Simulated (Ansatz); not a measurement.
# Ti3C2: response to a shear that moves c along a

One table from this session's results is given with a row withheld; the runs are named, their logs left out.

Program: Ansatz 0.2.0. Level of theory: DFT PBEsol, scalar-relativistic, plane waves, PAW. These are calculated values, not measurements.

2 further runs of the same task are left out: 2 set aside as unsound or not needed.

## Starting point

The structure is hexagonal, space group P6_3/mmc (No. 194). Conventional cell: a = 3.042 Å, b = 3.042 Å, c = 14.985 Å, α = 90.00°, β = 90.00°, γ = 120.00°. Ti (site symmetry 3m) has 3 C at 2.05 Å in its first shell of neighbours. Ti (site symmetry -3m) has 6 C at 2.18 Å in its first shell of neighbours. C (site symmetry 3m) has 6 Ti at 2.05 to 2.18 Å in its first shell of neighbours.

As a file:

```cif
data_structure
_symmetry_space_group_name_H-M 'P 1'
_symmetry_Int_Tables_number 1
_cell_length_a 3.0421
_cell_length_b 3.0421
_cell_length_c 14.9846
_cell_angle_alpha 90.000
_cell_angle_beta 90.000
_cell_angle_gamma 120.000
_cell_volume 120.09
loop_
_atom_site_label
_atom_site_type_symbol
_atom_site_fract_x
_atom_site_fract_y
_atom_site_fract_z
_atom_site_occupancy
Ti1 Ti 0.33333 0.66667 0.84379 1
Ti2 Ti 0.66667 0.33333 0.34379 1
Ti3 Ti 0.66667 0.33333 0.15621 1
Ti4 Ti 0.33333 0.66667 0.65621 1
Ti5 Ti 0.00000 0.00000 0.00000 1
Ti6 Ti 0.00000 0.00000 0.50000 1
C1 C 0.66667 0.33333 0.91438 1
C2 C 0.33333 0.66667 0.41438 1
C3 C 0.66667 0.33333 0.58562 1
C4 C 0.33333 0.66667 0.08562 1
```

It goes back to an entry of the Materials Project, which need not be the stable form.

It is the result of an earlier relaxation at this level (volume 12.01 Å³/atom; gap on the mesh: none (metal)).

The first run:

input.yaml

```yaml
crystal:
  lattice:
    - [3.0420899207, 0.0, 0.0]
    - [-1.5210449603, 2.6345271519, 0.0]
    - [0.0, 0.0, 14.984649396]
  atoms:
    - { symbol: Ti, position: [0.3333333333, 0.6666666667, 0.8437914613] }
    - { symbol: Ti, position: [0.6666666667, 0.3333333333, 0.3437914613] }
    - { symbol: Ti, position: [0.6666666667, 0.3333333333, 0.1562085387] }
    - { symbol: Ti, position: [0.3333333333, 0.6666666667, 0.6562085387] }
    - { symbol: Ti, position: [0.0, 0.0, 0.0] }
    - { symbol: Ti, position: [0.0, 0.0, 0.5] }
    - { symbol: C, position: [0.6666666667, 0.3333333333, 0.9143810529] }
    - { symbol: C, position: [0.3333333333, 0.6666666667, 0.4143810529] }
    - { symbol: C, position: [0.6666666667, 0.3333333333, 0.5856189471] }
    - { symbol: C, position: [0.3333333333, 0.6666666667, 0.0856189471] }
basis:
  ecutwfc: 420
kpoints:
  mp_grid: { grid: [12, 12, 4] }
hamiltonian:
  xc: pbesol
scf:
  occupations: { method: gaussian, width: 0.1 }
output:
  forces: true
  stress: true
  eigenvalues: true
```

Command:

```sh
$ ansatz run input.yaml --threads 2 --pin off --max-ram 5120MiB --backend cpu --events-out ev --progress --plain --runs-dir out
```

Among the steps run: Reference cell for the strains; The cell strained by +2.0 %; The cell strained by +4.0 %; At +6.0 %; Strain +8.0 %; Strain +12.0 %.

One of the session's tables, all rows but one given; the rest of the session is left out.

Lengths are those of the vectors of the cell that was run; stresses in GPa:

```
strain (%)  ΔE (meV/atom)   c (Å)
      +0.0            0.0  14.985
      +2.0              ?       ?
      +4.0           -2.1  14.997
      +6.0           -4.5  15.012
      +8.0           -7.4  15.033
     +12.0          -13.2  15.092
```

**Question.** Estimate the row for strain (%) = +2.0.

Worked estimate for «ΔE (meV/atom)». A straight line through the neighbours (0.0, 0.0) and (4.0, -2.1) gives 0.0 + (-2.1 − 0.0) × (2.0 − 0.0) / (4.0 − 0.0) = -1.1; a parabola fitted to 3 rows on both sides gives -0.6.

As computed: ΔE (meV/atom): -0.6; c (Å): 14.988. In «ΔE (meV/atom)» the line misses by -0.5 and the parabola by 0.0.

ΔE is over the unstrained cell. Stress in GPa, positive in compression, on the Cartesian axes of the input. 

Limits of these values: Warnings in the runs' records: stress scf threshold loose.
